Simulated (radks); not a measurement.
**Cu⁺ in [Ar] 3d10: an all-electron calculation**

The task here is to estimate one member of a computed series from the others.

Method: Dirac Kohn-Sham, exchange-only B88, spin-unpolarised, spherical densities, point nucleus. Code: radks (a radial shooting solver on a logarithmic mesh, Libxc functionals) version 1.

### What is computed

| Quantity | Value |
| --- | --- |
| element | copper (Z = 29) |
| charge | +1 |
| electrons | 28 |
| configuration | [Ar] 3d10 |

The outer shells:

Cu⁺
```
[Ar] core
3d [↑↓][↑↓][↑↓][↑↓][↑↓]
```

Set-up of the first run:

Input:

```text
Z 29
configuration [Ar] 3d10
relativity Dirac
functional b88,
spin unpolarised
j_filling energy
nucleus point
c 137.035999084
```

Among the steps run: Self-consistent calculation.

One of the session's tables, all rows but one given; the rest of the session is left out.

It belongs to the step «Radial structure». Sizes of the orbitals, from the radial functions (bohr):

```
level      <r>  outermost maximum (interpolated)  90 % within  nodes
1s1/2  0.05213                            0.0341       0.0931      0
2s1/2   0.2350                             0.197        0.364      1
2p1/2   0.2041                             0.156        0.334      0
2p3/2   0.2074                             0.159        0.339      0
3s1/2   0.7125                             0.613         1.07      2
3p1/2   0.7430                             0.614         1.15      1
3p3/2   0.7539                             0.622         1.17      1
3d3/2        ?                                 ?            ?      ?
3d5/2    1.027                             0.604         1.86      0
```

Q: Estimate the row for 3d3/2 from the others.

As computed: <r>: 1.016; outermost maximum (interpolated): 0.601; 90 % within: 1.84; nodes: 0. In the column «<r>» it lies between 3p3/2 (0.7539) and 3d5/2 (1.027).
